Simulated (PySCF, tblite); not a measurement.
# C₇H₁₅P: geometry, infrared bands and NMR shifts

What infrared bands and NMR shifts should C₇H₁₅P (`C=CCPCC(C)C`) show?

Computed with tblite 0.8.0 and PySCF 2.14.0, with density-fitted response routines of our own, on a single molecule in the gas phase. Atoms count from 0, in the outputs and in this text.

## Step 1: The molecule as given

23 atoms, charge 0, multiplicity 1; geometry from: force field or distance geometry start.

Bonds of the start (Å): C0–C1 1.33, C1–C2 1.51, C2–P3 1.85, P3–C4 1.86, C4–C5 1.50, C5–C6 1.52, C5–C7 1.51, C0–H8 1.09, C0–H9 1.11, C1–H10 1.07, C2–H11 1.11, C2–H12 1.13, P3–H13 1.44, C4–H14 1.11, C4–H15 1.12, C5–H16 1.12, C6–H17 1.08, C6–H18 1.11, C6–H19 1.12, C7–H20 1.11, C7–H21 1.12, C7–H22 1.12.

## Step 2: Geometry optimisation with GFN2-xTB

Job settings and geometry (Å):

```
{"job": {"kind": "relax", "xc": "GFN2-xTB", "basis": "xTB"}, "charge": 0, "multiplicity": 1}
C     -3.995300    -0.247900     0.825600
C     -3.260500    -0.807000    -0.125600
C     -1.984700    -1.500800     0.289200
P     -0.614300    -0.628100    -0.603300
C      0.801900    -0.222500     0.527900
C      1.659700     0.848400    -0.068400
C      2.850000     1.250700     0.783400
C      2.246700     0.369100    -1.374400
H     -3.728200    -0.264000     1.884200
H     -4.931900     0.251600     0.506200
H     -3.608800    -0.745800    -1.135800
H     -2.050000    -2.584100     0.063600
H     -1.942500    -1.403400     1.410500
H     -1.152900     0.529400    -1.270800
H      0.453400     0.010600     1.551500
H      1.428600    -1.146000     0.625700
H      1.066200     1.793000    -0.212100
H      3.156200     2.279400     0.643100
H      2.717100     1.006000     1.855400
H      3.708600     0.621000     0.430300
H      3.348800     0.460400    -1.378300
H      1.791300     0.885100    -2.251800
H      2.035800    -0.728100    -1.420200
```

The run is started by

```bash
$ OMP_NUM_THREADS=1 python probes_run.py task.json out
```

One launch serves the whole session: the jobs run in the order shown.

**Question.** This job is followed by: GFN2-xTB harmonic vibrations, gas phase; GIAO PBE0/pcSseg-1 NMR shielding, non-relativistic, gas phase. Predict these results of the whole session: strongest single infrared mode (GFN2-xTB); zero-point energy (GFN2-xTB); ¹³C shifts against TMS (PBE0/pcSseg-1, means over atoms taken as alike); ¹H shifts against TMS (PBE0/pcSseg-1, means over atoms taken as alike); ³¹P shifts against H3PO4 (PBE0/pcSseg-1).

As calculated:

| quantity | value |
| --- | --- |
| strongest single infrared mode (GFN2-xTB) | 2227 cm⁻¹, 197 km/mol |
| zero-point energy (GFN2-xTB) | 124.8 kcal/mol |
| ¹³C shifts against TMS (PBE0/pcSseg-1, means over atoms taken as alike) | 144.5, 121.2, 39.6, 38.1, 31.8, 26.4 ppm |
| ¹H shifts against TMS (PBE0/pcSseg-1, means over atoms taken as alike) | 6.29, 5.45, 5.24, 2.82, 2.55, 1.56, 1.44, 1.12 ppm |
| ³¹P shifts against H3PO4 (PBE0/pcSseg-1) | -86.5 ppm |

What this shows: The optimisation took 154 steps and gained 1.532 eV; among the close pairs (by a distance rule), P3–H13 changed most, from 1.441 to 1.405 Å. All 63 modes are real, so the xTB geometry is a minimum. The strongest single mode, at 2227 cm⁻¹, moves mainly H13. Unscaled tight-binding wavenumbers are off by several per cent, some by more. Its intensities can rank the bands wrongly. The most deshielded carbon is C1 (alkene CH), at 144.5 ppm: an sp2 carbon of a C=C bond. H10 (hydrogen on an alkene CH) lies farthest downfield among hydrogen, at 6.29 ppm; olefinic region. At PBE0/pcSseg-1: Shielding is most anisotropic at C1 (span 238 ppm, paramagnetic term -214 ppm).
